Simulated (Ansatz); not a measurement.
# BaAs2Rh2 (I4/mmm): equation of state with a fit in Python

Where is the equilibrium volume of BaAs2Rh2 (I4/mmm), and how stiff is it? Aim: an equation of state with a fit, for BaAs2Rh2 (I4/mmm), run from a script.

Program: the Python package of Ansatz 0.2.0. Level of theory: DFT r2SCAN, plane waves, PAW. These are calculated values, not measurements.

## (1) The system

Symmetry: I4/mmm, No. 139, tetragonal system. Conventional cell: a = 4.061 Å, b = 4.061 Å, c = 13.060 Å, α = 90.00°, β = 90.00°, γ = 90.00°. Around Ba (site symmetry 4/mmm) lie 8 As at 3.44 Å and 8 Rh at 3.85 Å. Around As (site symmetry 4mm) lie 4 Rh at 2.45 Å and 4 Ba at 3.44 Å. Rh (site symmetry -4m2) is surrounded by 4 As at 2.45 Å.

No structure file is read: the coordinates are typed or built in the script.

## (2) The script

run_eos.py

```python
"""Bulk modulus of BaAs2Rh2 from an E(V) curve."""

import ansatz
from ase.eos import EquationOfState
from ase.units import GPa
import numpy as np

VECTORS = np.array([
    [-2.030611, 2.030611, 6.53015],
    [2.030611, -2.030611, 6.53015],
    [2.030611, 2.030611, -6.53015],
])
SITES = [
    ("Ba", (0.0, 0.0, 0.0)),
    ("As", (0.354759, 0.354759, 0.0)),
    ("As", (0.645241, 0.645241, 0.0)),
    ("Rh", (0.75, 0.25, 0.5)),
    ("Rh", (0.25, 0.75, 0.5)),
]


def build(cell):
    crystal = ansatz.Crystal(lattice=ansatz.Lattice.of(cell))
    for symbol, position in SITES:
        crystal = crystal.atom(symbol, position)
    return crystal

# uniform scaling of the cell
volumes, energies = [], []
for scale in np.linspace(0.92, 1.08, 7):
    cell = VECTORS * scale ** (1 / 3)
    setup = (
        build(cell).calculation()
        .functional("r2SCAN")
        .pseudopotentials("paw")
        .basis(550)
        .occupations(ansatz.OccupationsMethod.COLD)  # smearing steadies the SCF of a metal
        .scf(tolerance=1e-08)
        .kpoints(9, 9, 9)  # sampling of the Brillouin zone
    )
    summary = setup.run().report
    volumes.append(abs(np.linalg.det(cell)) / len(SITES))
    energies.append(summary["free_energy_ev"] / len(SITES))
    print(f"V = {volumes[-1]:8.4f} A^3/atom  F = {energies[-1]:.5f} eV/atom")

eos = EquationOfState(volumes, energies, eos="murnaghan")
v0, e0, bulk = eos.fit()
print(f"V0 = {v0:.4f} A^3/atom, E0 = {e0:.5f} eV/atom, B = {bulk / GPa:.1f} GPa")
```

## (3) The calls as engine input

The engine receives this input (first run):

```yaml
crystal:
  lattice:
    - [-1.9749495689970973, 1.9749495689970973, 6.351150923533062]
    - [1.9749495689970973, -1.9749495689970973, 6.351150923533062]
    - [1.9749495689970973, 1.9749495689970973, -6.351150923533062]
  atoms:
    - { symbol: Ba, position: [0.0, 0.0, 0.0] }
    - { symbol: As, position: [0.354759, 0.354759, 0.0] }
    - { symbol: As, position: [0.645241, 0.645241, 0.0] }
    - { symbol: Rh, position: [0.75, 0.25, 0.5] }
    - { symbol: Rh, position: [0.25, 0.75, 0.5] }
basis:
  ecutwfc: 550.0
kpoints:
  mp_grid:
    grid: [9, 9, 9]
hamiltonian:
  xc: r2scan
  pseudopotentials:
    kind: paw
scf:
  convergence:
    dr2_threshold: 1.0e-08
  occupations:
    method: cold
```

## (4) The run

On the command line:

```sh
python run_eos.py
```

Output:

```text
V =  19.8178 A^3/atom  F = -5705.72245 eV/atom
V =  20.3922 A^3/atom  F = -5705.75242 eV/atom
V =  20.9666 A^3/atom  F = -5705.76801 eV/atom
V =  21.5410 A^3/atom  F = -5705.77128 eV/atom
V =  22.1155 A^3/atom  F = -5705.76402 eV/atom
V =  22.6899 A^3/atom  F = -5705.74775 eV/atom
V =  23.2643 A^3/atom  F = -5705.72378 eV/atom
V0 = 21.4190 A^3/atom, E0 = -5705.77150 eV/atom, B = 112.6 GPa
```

It took 5.7 min on 1 thread of Arm Neoverse V1, shared host; peak memory 0.91 GiB.

## (5) Inputs of later runs

The engine's inputs for some of the other runs:

Run 3, against run 1:

```diff
@@ -3,3 +3,3 @@
-    - [-1.9749495689970973, 1.9749495689970973, 6.351150923533062]
-    - [1.9749495689970973, -1.9749495689970973, 6.351150923533062]
-    - [1.9749495689970973, 1.9749495689970973, -6.351150923533062]
+    - [-2.012398261067276, 2.012398261067276, 6.47158047725954]
+    - [2.012398261067276, -2.012398261067276, 6.47158047725954]
+    - [2.012398261067276, 2.012398261067276, -6.47158047725954]
```

Run 4, against run 1:

```diff
@@ -3,3 +3,3 @@
-    - [-1.9749495689970973, 1.9749495689970973, 6.351150923533062]
-    - [1.9749495689970973, -1.9749495689970973, 6.351150923533062]
-    - [1.9749495689970973, 1.9749495689970973, -6.351150923533062]
+    - [-2.030611, 2.030611, 6.53015]
+    - [2.030611, -2.030611, 6.53015]
+    - [2.030611, 2.030611, -6.53015]
```

Run 6, against run 1:

```diff
@@ -3,3 +3,3 @@
-    - [-1.9749495689970973, 1.9749495689970973, 6.351150923533062]
-    - [1.9749495689970973, -1.9749495689970973, 6.351150923533062]
-    - [1.9749495689970973, 1.9749495689970973, -6.351150923533062]
+    - [-2.0660873425496065, 2.0660873425496065, 6.644236764180984]
+    - [2.0660873425496065, -2.0660873425496065, 6.644236764180984]
+    - [2.0660873425496065, 2.0660873425496065, -6.644236764180984]
```

## (6) What each run gave

The 7 runs, in the order started:

```csv
run,volume (Å³/atom),energy from run 4 (meV/atom),SCF cycles,CPU time (s)
1,19.818,48.83,10,47
2,20.392,18.86,10,47
3,20.967,3.27,10,48
4,21.541,0.00,10,46
5,22.115,7.26,10,49
6,22.690,23.53,10,52
7,23.264,47.50,10,52
```

Energies are free energies F = E - TS of the smeared occupations. 

## (7) What came out

| quantity | value |
| --- | --- |
| runs compared | 7 |
| range of energy | 48.83 meV/atom |
| lowest point, volume (Å³/atom) | 21.541 |
| equilibrium volume (fit) | 21.42 Å³/atom |
| bulk modulus (fit) | 113 GPa |

In words: A third-order Birch-Murnaghan fit through the 7 points (the script's own form differs a little) has its minimum at 21.42 Å³ an atom, 0.6 % below the typed cell, with a bulk modulus of 113 GPa and dB/dP = 4.8. From that minimum the energy rises by 49.1 meV an atom on the compressed side and 47.7 meV on the expanded side. Caveats:
- Shape and fractional positions are held along the curve, so the bulk modulus is an upper value where they are free to relax.
- This cell is a computed structure, which may not be the phase found in nature.
